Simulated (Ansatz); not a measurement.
**F2Ga2H4O2: how energies converge with the basis set**

Aim: see how fast density functionals converge with the basis set for F2Ga2H4O2.

Program: Ansatz 0.2.0, Gaussian basis. Level of theory: one geometry, several basis sets. These are calculated values, not measurements.

The runs, in order: PBE0-D4/def2-SVP; ωB97M-V/def2-SVP; PBE0-D4/def2-QZVPP; ωB97M-V/def2-QZVPP; the functionals' def2-TZVPP values are taken from earlier runs.

### Step 1. The geometry

The geometry comes from an earlier relaxation with PBE0-D4 in a triple-zeta def2 set; it is a stationary point, not always the lowest conformer.

SMILES `[F][Ga@H-]1[OH+][Ga@@H-]([F])[OH+]1`, 10 atoms, charge 0, spin multiplicity 1.

Atoms are counted from 1 here; the program's logs count them from 0.

Bond lengths: F1–Ga2 1.762 Å, Ga2–O3 1.944 Å, Ga2–O6 1.944 Å, Ga2–H7 1.541 Å, O3–Ga4 1.944 Å, O3–H8 0.963 Å, Ga4–F5 1.762 Å, Ga4–O6 1.944 Å, Ga4–H9 1.541 Å, O6–H10 0.963 Å. Angles: F1–Ga2–O3 104.7°, F1–Ga2–O6 104.7°, F1–Ga2–H7 123.8°, O3–Ga2–O6 83.2°, O3–Ga2–H7 116.3°, O6–Ga2–H7 116.3°, Ga2–O3–Ga4 96.8°, Ga2–O3–H8 113.2°, Ga4–O3–H8 113.2°, O3–Ga4–F5 104.7°, O3–Ga4–O6 83.2°, O3–Ga4–H9 116.3°, F5–Ga4–O6 104.7°, F5–Ga4–H9 123.8°, O6–Ga4–H9 116.3°, Ga2–O6–Ga4 96.8°, Ga2–O6–H10 113.2°, Ga4–O6–H10 113.2°.

### Step 2. PBE0-D4 in def2-SVP

File in.yaml:

```yaml
crystal:
  periodic: [false, false, false]
  atoms:
    - {symbol: F, position_ang: [0.353584, -0.912295, -2.291575]}
    - {symbol: Ga, position_ang: [1.129116, -0.584023, -0.743419]}
    - {symbol: O, position_ang: [-0.162614, -1.162974, 0.589399]}
    - {symbol: Ga, position_ang: [-0.797417, 0.608530, 1.078179]}
    - {symbol: F, position_ang: [-2.355893, 0.765063, 0.270312]}
    - {symbol: O, position_ang: [0.504847, 1.188326, -0.244053]}
    - {symbol: H, position_ang: [2.607736, -0.896796, -0.440926]}
    - {symbol: H, position_ang: [-0.853886, -1.727198, 0.227669]}
    - {symbol: H, position_ang: [-0.536253, 1.049406, 2.531817]}
    - {symbol: H, position_ang: [0.110780, 1.671950, -0.977414]}
basis:
  gaussian: {orbitals: def2-SVP}
hamiltonian: {xc: pbe0, dispersion: d4}
output: {orbitals: {seedname: orbitals}}
```

The run is started by

```bash
ansatz run in.yaml --threads 4 --pin off --events-out ev --progress --plain --max-ram 11315MiB
```

The runs that follow: ωB97M-V in def2-SVP; PBE0-D4 in def2-QZVPP; ωB97M-V in def2-QZVPP.

Q: Predict the results of all the runs planned. Wanted: PBE0-D4: double and triple zeta above quadruple; ωB97M-V: double and triple zeta above quadruple.

**Answer**, as computed:

```
                                       quantity           value
PBE0-D4: double and triple zeta above quadruple  28.24, 2.93 eV
ωB97M-V: double and triple zeta above quadruple  28.29, 2.82 eV
```

What this shows: PBE0-D4 gains 25.31 eV from double to triple zeta, then 2.93 eV more. These are total energies; as a rule much of such shifts cancels in differences, which this series doesn't test. The LUMO of ωB97M-V is positive and keeps falling with the basis (1.64 to 0.74 eV): an unbound level that the basis holds in place.
